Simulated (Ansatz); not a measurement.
**GaGe in Ansatz: the effect of functional**

GaGe:

```xyz
2
Lattice="0.0000 2.9547 2.9547 2.9547 0.0000 2.9547 2.9547 2.9547 0.0000" Properties=species:S:1:pos:R:3 pbc="T T T"
Ge    0.0000    0.0000    0.0000
Ga    1.4773    1.4773    1.4773
```

The cell comes from a database or a generator and needn't be the stable form of this composition.

The cell isn't the ideal one: volume scaled by 1.06.

Alike in all runs:

* Program: Ansatz 0.2.0
* Task: single point
* Potentials or basis: Ansatz PAW
* k mesh: 8 × 8 × 8
* Occupations: fermi-dirac, width 0.05 eV
* Spin: no spin polarisation

```tsv
functional	cutoff	pressure (GPa)
LDA	420 eV (not typed: the program's choice for these potentials)	?
PBEsol	420 eV (not typed: the program's choice for these potentials)	-4.6
r2SCAN	500 eV (not typed: the program's choice for these potentials)	-4.6
```

Q: What does the run with functional LDA give?

A: Pressure -6.1 GPa.

Caveats: the PAW data sets come from PBE, with cores solved anew for the run's functional, which leaves a small shift of forces and pressure.
